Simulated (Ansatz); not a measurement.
# Ge6MoW2: the cost of one run

Method: DFT PBE, scalar-relativistic, plane waves, PAW, unless a step names another level, in Ansatz 0.2.0.

2 further runs of the same task are left out: 2 that didn't finish.

### Step 1. Starting point

The structure is tetragonal, space group I4/mmm (No. 139). The conventional cell has a = 3.341 Å, b = 3.341 Å, c = 24.864 Å, α = 90.00°, β = 90.00°, γ = 90.00°. Around Ge (site symmetry 4mm) lie 5 Ge at 2.70 to 2.77 Å and 5 W at 2.72 to 2.80 Å. Around Ge (site symmetry 4mm) lie 5 Ge at 2.68 to 2.78 Å and 4 Mo at 2.71 Å and 1 W at 2.81 Å. Around Ge (site symmetry 4mm) lie 5 Ge at 2.70 to 2.78 Å and 4 W at 2.72 Å and 1 Mo at 2.79 Å. Around Mo (site symmetry 4/mmm) lie 10 Ge at 2.71 to 2.79 Å. W (site symmetry 4mm) has 10 Ge at 2.72 to 2.81 Å as nearest neighbours.

Coordinates:

```
CELL_PARAMETERS angstrom
-1.67053 1.67053 12.43197
1.67053 -1.67053 12.43197
1.67053 1.67053 -12.43197
ATOMIC_POSITIONS crystal
Ge 0.77923 0.77923 0.00000
Ge 0.44620 0.44620 0.00000
Ge 0.11235 0.11235 0.00000
Ge 0.88765 0.88765 0.00000
Ge 0.55380 0.55380 0.00000
Ge 0.22077 0.22077 0.00000
Mo 0.00000 0.00000 0.00000
W 0.66677 0.66677 0.00000
W 0.33323 0.33323 0.00000
```

The cell was relaxed beforehand at this level, from a generated guess; it needn't be the stable form of this composition. At a tolerance of 0.05 Å it has space group I4/mmm (No. 139); it has 15.42 Å³/atom, an uncorrected energy of +0.00 eV/atom over the elements.

### Step 2. Static run: bands, density of states and charges

input.yaml

```yaml
crystal:
  lattice:
    - [-1.6705309, 1.6705309, 12.4319686]
    - [1.6705309, -1.6705309, 12.4319686]
    - [1.6705309, 1.6705309, -12.4319686]
  atoms:
    - { symbol: Ge, position: [0.77923, 0.77923, 0.0] }
    - { symbol: Ge, position: [0.446198, 0.446198, 0.0] }
    - { symbol: Ge, position: [0.112354, 0.112354, 0.0] }
    - { symbol: Ge, position: [0.887646, 0.887646, 0.0] }
    - { symbol: Ge, position: [0.553802, 0.553802, 0.0] }
    - { symbol: Ge, position: [0.22077, 0.22077, 0.0] }
    - { symbol: Mo, position: [0.0, 0.0, 0.0] }
    - { symbol: W, position: [0.666767, 0.666767, 0.0] }
    - { symbol: W, position: [0.333233, 0.333233, 0.0] }
basis:
  ecutwfc: 420
kpoints:
  mp_grid: { grid: [16, 16, 16] }
  band_path:
    path:
      - [[0.0, 0.0, 0.0], [0.0, 0.0, 0.5], [0.25, 0.25, 0.25], [0.0, 0.5, 0.0], [0.0, 0.0, 0.0], [0.5, 0.5, -0.5], [0.25451408, 0.74548592, -0.25451408]]
      - [[-0.25451408, 0.25451408, 0.25451408], [0.0, 0.0, 0.0]]
      - [[0.0, 0.0, 0.5], [-0.00902816, 0.00902816, 0.5]]
      - [[0.5, 0.5, -0.00902816], [0.5, 0.5, -0.5]]
    npoints: 14
hamiltonian:
  xc: pbe
scf:
  occupations: { method: gaussian, width: 0.1 }
  n_extra_bands: 22
output:
  forces: true
  stress: true
  eigenvalues: true
  populations: true
  dos: { projected: true, de: 0.02, nscf_kmesh: { grid: [20, 20, 20] } }
  bader: true
  write_density: true
  write_potential: true
  elf: true
  volumetric_format: npy
```

Run with:

```
$ ansatz run input.yaml --threads 4 --pin off --max-ram 8192MiB --backend cpu --events-out ev --progress --plain --runs-dir out
```

Q: Estimate wall time and peak memory on 4 threads of Arm Neoverse V2, shared host.

About 3.9 min, with a peak of 4.3 GiB.
